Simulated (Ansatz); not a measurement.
# CH3BOS: the cost of one run

The runs use Ansatz 0.2.0, Gaussian basis; single points in def2-TZVPP.

Cores are frozen in the correlated methods.

### Step 1. Where the work starts

SMILES `B1OCS1`, 7 atoms, charge 0, spin multiplicity 1.

Atoms are counted from 1 here; the program's logs count them from 0.

Bond lengths: B1–O2 1.396 Å, B1–S4 1.780 Å, B1–H5 1.218 Å, O2–C3 1.355 Å, C3–S4 1.815 Å, C3–H6 1.102 Å, C3–H7 1.094 Å. Angles: O2–B1–S4 95.5°, O2–B1–H5 128.8°, S4–B1–H5 135.6°, B1–O2–C3 98.0°, O2–C3–S4 95.4°, O2–C3–H6 114.9°, O2–C3–H7 113.2°, S4–C3–H6 112.2°, S4–C3–H7 116.0°, H6–C3–H7 105.4°, B1–S4–C3 70.5°.

As a file:

```
atom     x (Å)     y (Å)     z (Å)
  B1  -1.03002   0.42447  -0.46425
  O2  -0.24821   0.59100   0.67967
  C3   0.69977  -0.33483   0.39601
  S4   0.08548  -0.70298  -1.27122
  H5  -2.08105   0.96642  -0.75623
  H6   1.73327   0.04764   0.38345
  H7   0.70876  -1.17288   1.09896
```

### Step 2. PBE-D4/def2-TZVPP

run/in.yaml reads:

```yaml
crystal:
  periodic: [false, false, false]
  atoms:
    - {symbol: B, position_ang: [-1.030022, 0.424474, -0.464255]}
    - {symbol: O, position_ang: [-0.248209, 0.591004, 0.679669]}
    - {symbol: C, position_ang: [0.699771, -0.334826, 0.396009]}
    - {symbol: S, position_ang: [0.085481, -0.702981, -1.271217]}
    - {symbol: H, position_ang: [-2.081047, 0.966422, -0.756234]}
    - {symbol: H, position_ang: [1.733268, 0.047639, 0.383454]}
    - {symbol: H, position_ang: [0.708760, -1.172884, 1.098965]}
basis:
  gaussian: {orbitals: def2-TZVPP}
hamiltonian: {xc: pbe, dispersion: d4}
output: {forces: true}
```

Command:

```console
$ ansatz run in.yaml --threads 2 --pin off --events-out ev --progress --plain --max-ram 3481MiB
```

**Question.** How long does this run take on 2 threads of AMD EPYC 9R45, shared host, and how much memory does it need?

About 1.1 s, with a peak of 0.19 GiB.
